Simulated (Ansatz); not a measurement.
A nudged elastic band was laid between two geometries of a periodic cell of 33 atoms, Al32O (host Al, host structure fcc, interstitial O).

Computed with DFT LDA, scalar-relativistic, plane waves, PAW (Ansatz 0.2.0). Settings: cutoff 420 eV, k mesh 3x3x3, fermi-dirac smearing 0.05 eV, no spin polarisation.

* movable images: 5
* climbing image: yes
* spring: 5.0 eV/Å²
* optimiser: quadratic models (default)
* start path: IDPP
* force threshold: 0.05 eV/Å
* iteration limit: 73
* end points: relaxed

First end point:

```xyz
33
Lattice="8.1000 0.0000 0.0000 0.0000 8.1000 0.0000 0.0000 0.0000 8.1000" Properties=species:S:1:pos:R:3
Al 4.045 -0.008 0.022
Al 6.086 2.032 0.022
Al 6.085 -0.007 1.999
Al 0.027 0.001 0.023
Al 2.002 2.024 0.023
Al 4.053 4.075 0.023
Al 6.076 6.049 0.023
Al 2.003 0.001 1.998
Al 4.046 2.032 1.998
Al 6.076 4.075 1.998
Al 3.974 -0.077 3.972
Al 6.155 2.103 3.970
Al 6.154 -0.078 6.152
Al 0.015 4.062 0.010
Al 2.016 6.063 0.010
Al 0.027 2.023 1.999
Al 2.015 4.062 2.011
Al 4.053 6.050 1.999
Al 0.027 -0.007 4.041
Al 2.004 2.033 4.040
Al 4.045 4.075 4.041
Al 6.085 6.051 4.041
Al 2.004 -0.008 6.081
Al 3.975 2.101 6.150
Al 6.085 4.074 6.080
Al 0.015 6.063 2.011
Al 0.027 4.075 4.050
Al 2.002 6.049 4.049
Al 0.028 2.032 6.080
Al 2.003 4.075 6.072
Al 4.046 6.050 6.080
Al 0.027 6.050 6.072
O 5.066 1.013 5.060
```

Last end point:

```xyz
33
Lattice="8.1000 0.0000 0.0000 0.0000 8.1000 0.0000 0.0000 0.0000 8.1000" Properties=species:S:1:pos:R:3
Al 4.044 -0.008 -0.022
Al 6.084 2.032 -0.022
Al 6.153 -0.078 1.949
Al 0.026 0.000 -0.023
Al 2.001 2.023 -0.023
Al 4.052 4.074 -0.023
Al 6.075 6.049 -0.023
Al 2.002 -0.008 2.019
Al 3.974 2.101 1.950
Al 6.084 4.074 2.019
Al 3.973 -0.078 4.128
Al 6.153 2.102 4.129
Al 6.083 -0.008 6.101
Al 0.013 4.061 -0.010
Al 2.014 6.062 -0.010
Al 0.026 2.031 2.020
Al 2.001 4.074 2.028
Al 4.044 6.049 2.020
Al 0.026 -0.008 4.059
Al 2.002 2.032 4.059
Al 4.044 4.074 4.059
Al 6.084 6.050 4.059
Al 2.001 0.000 6.102
Al 4.044 2.031 6.102
Al 6.075 4.074 6.102
Al 0.026 6.050 2.028
Al 0.026 4.074 4.050
Al 2.001 6.049 4.050
Al 0.026 2.023 6.101
Al 2.014 4.061 6.089
Al 4.052 6.050 6.101
Al 0.013 6.062 6.089
O 5.064 1.012 3.040
```

**Question.** Which bonds break or form, and what moves?

**Answer.** The atom that moves furthest is O33, by 2.02 Å; four of its nearest neighbours are Al24 1.89, Al12 1.89, Al11 1.89, Al13 1.89 Å at the first end and Al12 1.89, Al9 1.89, Al11 1.89, Al3 1.89 Å at the last.

**Question.** Give the energies along the band, and the barrier.

**Answer.** The run converged. The highest image is number 3 of 0 to 6, 0.98 eV above the ends, which have the same energy within 2 meV. By the program's own check the climbing image is a first-order saddle point (lowest curvatures found: -1.74 and 1.15 eV/Å²). Limits of this set-up: coarse k mesh, a small cell, in which the defect meets its images, a typed lattice constant that wasn't relaxed here.

| image | path coordinate (Å) | energy (eV) | Al13–O33 (Å) | Al24–O33 (Å) | Al3–O33 (Å) |
| --- | --- | --- | --- | --- | --- |
| 0 | 0.00 | 0.00 | 1.89 | 1.89 | 3.38 |
| 1 | 0.46 | 0.28 | 2.15 | 1.86 | 3.30 |
| 2 | 0.93 | 0.76 | 2.66 | 1.87 | 3.19 |
| 3 | 1.39 | 0.98 | 3.01 | 2.07 | 3.01 |
| 4 | 1.86 | 0.76 | 3.19 | 2.62 | 2.66 |
| 5 | 2.32 | 0.28 | 3.30 | 3.07 | 2.16 |
| 6 | 2.79 | 0.00 | 3.38 | 3.38 | 1.89 |

**Question.** What is the geometry of the highest image?

**Answer.** 
```xyz
33
Lattice="8.1000 0.0000 0.0000 0.0000 8.1000 0.0000 0.0000 0.0000 8.1000" Properties=species:S:1:pos:R:3
Al 4.044 0.042 0.000
Al 6.034 2.032 0.000
Al 6.163 -0.086 1.867
Al 0.093 -0.022 0.000
Al 2.074 2.025 0.000
Al 4.051 4.002 0.000
Al 6.098 5.984 0.000
Al 2.037 0.032 2.063
Al 4.045 2.030 2.193
Al 6.045 4.039 2.063
Al 4.030 -0.319 4.050
Al 6.394 2.046 4.050
Al 6.163 -0.086 6.233
Al -0.011 4.047 0.000
Al 2.029 6.088 0.000
Al -0.001 2.007 1.926
Al 2.032 4.044 2.003
Al 4.069 6.077 1.925
Al -0.006 -0.056 4.050
Al 1.836 2.085 4.050
Al 3.990 4.241 4.050
Al 6.133 6.082 4.050
Al 2.037 0.032 6.037
Al 4.045 2.030 5.907
Al 6.045 4.039 6.037
Al 0.039 6.038 1.998
Al 0.028 4.123 4.050
Al 1.952 6.049 4.050
Al -0.001 2.007 6.174
Al 2.032 4.044 6.097
Al 4.069 6.077 6.175
Al 0.039 6.038 6.102
O 4.694 1.382 4.050
```

Time of the run: 18 min on 4 threads of AMD EPYC 7B13 (Zen 3), with other jobs on the host, peak memory 4.2 GiB.
